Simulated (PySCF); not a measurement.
**From one method to the next for CdF⁻**

Aim: see what other levels and later steps give for CdF⁻.

Program: PySCF 2.14.0. Level of theory: method and basis as typed in the scripts. These are calculated values, not measurements.

3 further runs of the same task are left out: 3 that didn't finish.

**1. The system as given**

CdF⁻: 2 atoms, charge -1, spin multiplicity 1.

Bond lengths: Cd1–F2 2.262 Å.

**2. The base run**

input.py reads:

```python
from pyscf import gto, dft

mol = gto.M(
    atom='Cd 0 0 0; F 0 0 2.262',
    basis='ano-rcc-vdzp',
    charge=-1,
    spin=0,
    symmetry=True,
    verbose=3,
)
mf = dft.RKS(mol, xc='mn15')
mf = mf.sfx2c1e()
mf.kernel()
mf.dip_moment()
print('orbital energies (hartree):', mf.mo_energy[..., max(0, mol.nelec[1]-3):mol.nelec[0]+3].round(4))
```

Command:

```console
> OMP_NUM_THREADS=1 python input.py
```

**3. UKS**

Run 1 changes SCF type: RKS → UKS.

input.py reads:

```python
from pyscf import gto, dft

mol = gto.M(
    atom='Cd 0 0 0; F 0 0 2.262',
    basis='ano-rcc-vdzp',
    charge=-1,
    spin=0,
    symmetry=True,
    verbose=3,
)
mf = dft.UKS(mol, xc='mn15')
mf = mf.sfx2c1e()
mf.kernel()
mf.dip_moment()
print('orbital energies (hartree):', [e[max(0, n-3):n+3].round(4) for e, n in zip(mf.mo_energy, mol.nelec)])
```

**4. Population analysis**

Run 2 changes step after the SCF: none → analyze.

Edit input.py of step 2 so:

```diff
@@ -13,3 +13,3 @@
 mf.kernel()
-mf.dip_moment()
+mf.analyze()
 print('orbital energies (hartree):', mf.mo_energy[..., max(0, mol.nelec[1]-3):mol.nelec[0]+3].round(4))
```

**5. MP2 (RHF)**

Run 3 changes step after the SCF: none → mp2; SCF type: RKS → RHF; functional: mn15 → none (Hartree–Fock); frozen orbitals: none → 15.

Edit input.py of step 2 so:

```diff
@@ -1,2 +1,2 @@
-from pyscf import gto, dft
+from pyscf import gto, scf, mp
 
@@ -10,5 +10,6 @@
 )
-mf = dft.RKS(mol, xc='mn15')
+mf = scf.RHF(mol)
 mf = mf.sfx2c1e()
 mf.kernel()
+mp.MP2(mf, frozen=15).kernel()
 mf.dip_moment()
```

**6. Olyp**

Run 4 changes functional: mn15 → olyp.

Edit input.py of step 2 so:

```diff
@@ -10,3 +10,3 @@
 )
-mf = dft.RKS(mol, xc='mn15')
+mf = dft.RKS(mol, xc='olyp')
 mf = mf.sfx2c1e()
```

**7. MP2 (RHF)**

Run 5 changes step after the SCF: none → mp2; SCF type: RKS → RHF; functional: mn15 → none (Hartree–Fock).

Edit input.py of step 2 so:

```diff
@@ -1,2 +1,2 @@
-from pyscf import gto, dft
+from pyscf import gto, scf, mp
 
@@ -10,5 +10,6 @@
 )
-mf = dft.RKS(mol, xc='mn15')
+mf = scf.RHF(mol)
 mf = mf.sfx2c1e()
 mf.kernel()
+mp.MP2(mf).kernel()
 mf.dip_moment()
```

Before running it: what results should come out? Wanted: for each run, E(SCF); from base; gap; after the SCF.

As calculated:

```csv
run,E(SCF) (hartree),from base (eV),gap (eV),after the SCF
base,-5697.749117,0,5.47,n/a
UKS,-5697.749117,0.0000,5.47,n/a
population analysis,-5697.749117,0.0000,5.47,n/a
MP2 (RHF),-5690.856949,not comparable,8.37,"MP2 correlation -17.325 eV, core frozen"
olyp,-5695.675937,not comparable,3.08,n/a
MP2 (RHF),-5690.856949,not comparable,8.37,MP2 correlation -17.996 eV
```

**Reading.** With UKS the SCF ends at the base energy. The gap between the frontier levels is 3.1 eV with olyp (0 % exact exchange) and 5.5 eV with mn15 (44 %): exact exchange opens it. Total energies of different functionals can't be compared with each other; differences within one functional can.
